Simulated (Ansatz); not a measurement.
# C₃H₈Si₂: up Jacob's ladder to CCSD(T)

An exercise on one series of results from a longer session: the logs are not shown, and one member is left open.

Method: functionals in def2-TZVPP, the program's frozen cores in correlated methods; program: Ansatz 0.2.0, Gaussian basis.

Plan: PBE-D4, r2SCAN-D4, PBE0-D4, B3LYP-D4, ωB97X-V, ωB97M-V, B2PLYP; CCSD(T)/def2-TZVPP; MP2/def2-QZVPP; extrapolation to the limit.

## Structure used throughout

The geometry comes from an earlier relaxation with PBE0-D4 in a triple-zeta def2 set; it is a stationary point, not always the lowest conformer.

SMILES `CC1=C[SiH2][SiH2]1`, 13 atoms, charge 0, spin multiplicity 1.

Atoms are counted from 1 here; the program's logs count them from 0.

Bond lengths: C1–C2 1.490 Å, C1–H6 1.095 Å, C1–H7 1.095 Å, C1–H8 1.093 Å, C2–C3 1.352 Å, C2–Si5 1.891 Å, C3–Si4 1.873 Å, C3–H9 1.091 Å, Si4–Si5 2.323 Å, Si4–H10 1.490 Å, Si4–H11 1.490 Å, Si5–H12 1.491 Å, Si5–H13 1.491 Å. Angles: C2–C1–H6 110.7°, C2–C1–H7 110.7°, C2–C1–H8 112.0°, H6–C1–H7 106.3°, H6–C1–H8 108.5°, H7–C1–H8 108.5°, C1–C2–C3 125.8°, C1–C2–Si5 130.4°, C3–C2–Si5 103.7°, C2–C3–Si4 106.2°, C2–C3–H9 122.2°, Si4–C3–H9 131.7°, C3–Si4–Si5 74.8°, C3–Si4–H10 115.6°, C3–Si4–H11 115.5°, Si5–Si4–H10 120.1°, Si5–Si4–H11 120.1°, H10–Si4–H11 107.6° and more.

The first run:

Contents of in.yaml:

```yaml
crystal:
  periodic: [false, false, false]
  atoms:
    - {symbol: C, position_ang: [-1.815313, 0.474302, 0.738167]}
    - {symbol: C, position_ang: [-0.486907, 0.077032, 0.192850]}
    - {symbol: C, position_ang: [-0.102235, -1.181922, -0.116832]}
    - {symbol: Si, position_ang: [1.655198, -1.049310, -0.750719]}
    - {symbol: Si, position_ang: [1.028133, 1.126334, -0.229835]}
    - {symbol: H, position_ang: [-1.701961, 0.977974, 1.703305]}
    - {symbol: H, position_ang: [-2.307426, 1.190780, 0.072928]}
    - {symbol: H, position_ang: [-2.476874, -0.385624, 0.871539]}
    - {symbol: H, position_ang: [-0.763099, -2.040248, 0.014338]}
    - {symbol: H, position_ang: [1.857926, -1.449757, -2.171139]}
    - {symbol: H, position_ang: [2.687251, -1.746330, 0.066643]}
    - {symbol: H, position_ang: [1.637521, 1.837972, 0.929953]}
    - {symbol: H, position_ang: [0.808289, 2.134198, -1.306296]}
basis:
  gaussian: {orbitals: def2-TZVPP}
hamiltonian: {xc: pbe, dispersion: d4}
output: {forces: true, orbitals: {seedname: orbitals}}
```

On the command line:

```
$ ansatz run in.yaml --threads 4 --pin off --events-out ev --progress --plain --max-ram 10444MiB
```

Steps of the session up to this table: PBE-D4 (GGA); r2SCAN-D4 (meta-GGA); PBE0-D4 (hybrid); B3LYP-D4 (hybrid); ωB97X-V (range-separated); ωB97M-V (range-separated); B2PLYP (double hybrid); CCSD(T) in def2-TZVPP; MP2 in def2-QZVPP.

One table of the session follows, with a row left open; its other results are not shown here.

| method | atomisation energy (kJ/mol) |
| --- | --- |
| PBE-D4 | 4867.2 |
| r2SCAN-D4 | 4815.7 |
| PBE0-D4 | 4821.6 |
| B3LYP-D4 | 4799.4 |
| ωB97X-V | 4825.1 |
| ωB97M-V | 4811.0 |
| B2PLYP | 4743.3 |
| HF/def2-TZVPP | 3611.4 |
| MP2/def2-TZVPP | 4722.8 |
| CCSD/def2-TZVPP | 4618.1 |
| CCSD(T)/def2-TZVPP | 4683.9 |
| MP2/CBS | ? |
| CCSD(T)/CBS | 4799.5 |

Estimate the missing values for MP2/CBS.

**Answer.** atomisation energy (kJ/mol): 4838.4. In the column «atomisation energy (kJ/mol)» it lies between ωB97X-V (4825.1) and PBE-D4 (4867.2).

Caveats from the session: Free atoms (3 C, 2 Si, 8 H) were run apart at each level; the atomisation energy is their sum less the molecule, without zero-point or spin-orbit terms.
